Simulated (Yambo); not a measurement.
A run of Yambo 5.3.0 is set up as follows.

optics1.in

```
optics
chi
Chimod= "HARTREE"
% BndsRnXd
 1 | 39 |
%
NGsBlkXd= 3 Ry
% LongDrXd
 1 | 0 | 0 |
%
% QpntsRXd
 1 | 1 |
%
% EnRngeXd
 0 | 20 | eV
%
% DmRngeXd
 0.1 | 0.1 | eV
%
ETStpsXd= 200
```

Contents of scf.in:

```
&CONTROL
  calculation = 'scf'
  prefix = 'pwscf'
  outdir = './tmp'
  pseudo_dir = './pseudo'
/
&SYSTEM
  ibrav = 0
  nat = 2
  ntyp = 1
  ecutwfc = 78
  nbnd = 21
  occupations = 'smearing'
  smearing = 'fd'
  degauss = 0.00367493
  force_symmorphic = .true.
/
&ELECTRONS
  conv_thr = 4d-10
  electron_maxstep = 120
  mixing_beta = 0.5
/
ATOMIC_SPECIES
Ge    72.6300 Ge.upf
CELL_PARAMETERS angstrom
   0.0000000000    2.8289100000    2.8289100000
   2.8289100000    0.0000000000    2.8289100000
   2.8289100000    2.8289100000    0.0000000000
ATOMIC_POSITIONS crystal
Ge     0.7500000000    0.7500000000    0.7500000000
Ge     0.5000000000    0.5000000000    0.5000000000
K_POINTS automatic
8 8 8 0 0 0
```

Contents of nscf.in:

```
&CONTROL
  calculation = 'nscf'
  prefix = 'pwscf'
  outdir = './tmp'
  pseudo_dir = './pseudo'
/
&SYSTEM
  ibrav = 0
  nat = 2
  ntyp = 1
  ecutwfc = 78
  nbnd = 94
  occupations = 'smearing'
  smearing = 'fd'
  degauss = 0.00367493
  force_symmorphic = .true.
/
&ELECTRONS
  conv_thr = 1d-08
  diago_full_acc = .true.
  diago_thr_init = 1d-06
/
ATOMIC_SPECIES
Ge    72.6300 Ge.upf
CELL_PARAMETERS angstrom
   0.0000000000    2.8289100000    2.8289100000
   2.8289100000    0.0000000000    2.8289100000
   2.8289100000    2.8289100000    0.0000000000
ATOMIC_POSITIONS crystal
Ge     0.7500000000    0.7500000000    0.7500000000
Ge     0.5000000000    0.5000000000    0.5000000000
K_POINTS automatic
6 6 6 0 0 0
```

Potentials or basis: PseudoDojo 0.4.1 SR LDA standard.

Command:

```bash
$ OMP_NUM_THREADS=1 pw.x -in scf.in > scf.out
$ OMP_NUM_THREADS=1 pw.x -in nscf.in > nscf.out
$ cd tmp/pwscf.save; p2y; mv SAVE ../..; cd ../..
$ OMP_NUM_THREADS=1 yambo
$ OMP_NUM_THREADS=1 yambo -F optics1.in -J optics1 -C optics1_out
```

Problem. Predict the band gap on the k mesh, mean-field level.

Solution. None (metal or under the smearing width).

Dielectric function (along the field direction of the input):
```tsv
energy (eV)	real part	imaginary part
0.30	-80.55	161.93
0.80	23.95	10.30
1.31	87.55	75.30
1.81	-22.74	12.36
2.31	10.34	7.36
2.81	8.40	16.51
3.32	5.85	18.77
3.82	-37.27	45.99
4.32	-14.71	6.02
4.82	-4.36	5.10
5.33	-5.68	6.92
5.83	-4.75	7.50
6.33	-1.54	6.46
6.83	-4.29	5.17
7.34	-5.40	3.80
7.84	-4.43	2.24
8.34	-4.30	0.91
8.84	-2.36	1.56
9.35	-2.04	0.47
9.85	-1.39	0.95
10.35	-1.86	2.04
10.85	-1.67	0.93
11.36	-1.52	0.91
11.86	-1.28	0.50
12.36	-1.03	0.39
12.86	-0.89	0.36
13.37	-0.56	0.35
13.87	-0.50	0.45
14.37	-0.32	0.39
14.87	-0.41	0.22
15.38	-0.23	0.22
15.88	-0.13	0.23
16.38	-0.02	0.18
16.88	0.06	0.23
17.39	0.07	0.12
17.89	0.10	0.20
18.39	0.17	0.16
18.89	0.18	0.05
19.40	0.30	0.06
20.00	0.35	0.09
```

Caveat: the intraband (Drude) term of the metal is left out; the ground state has no gap, which makes the many-body step unreliable; spectra need much finer meshes, so this one isn't converged; these spectra lack excitons.

**What was measured.**

From “Temperature-dependent photoluminescence in Ge: experiment and theory”, 2020, arxiv:2003.00143, for a bulk crystal of Ge at 0 K: band gap 0.744 eV (indirect).

A measured gap of Ge is 0.744 eV (indirect; 0 K; “Temperature-dependent photoluminescence in Ge: experiment and theory”, 2020, arxiv:2003.00143); the calculated 0.00 eV misses it by -0.74 eV. 3 values of this kind are on record (0.666 to 0.807 eV); this one was drawn at random among those near their median. Spin-orbit coupling on Ge is left out. The value is that of LDA on a finite k mesh, which can miss the band edges, without temperature or zero-point motion. Semilocal functionals fall short of measured gaps as a rule.
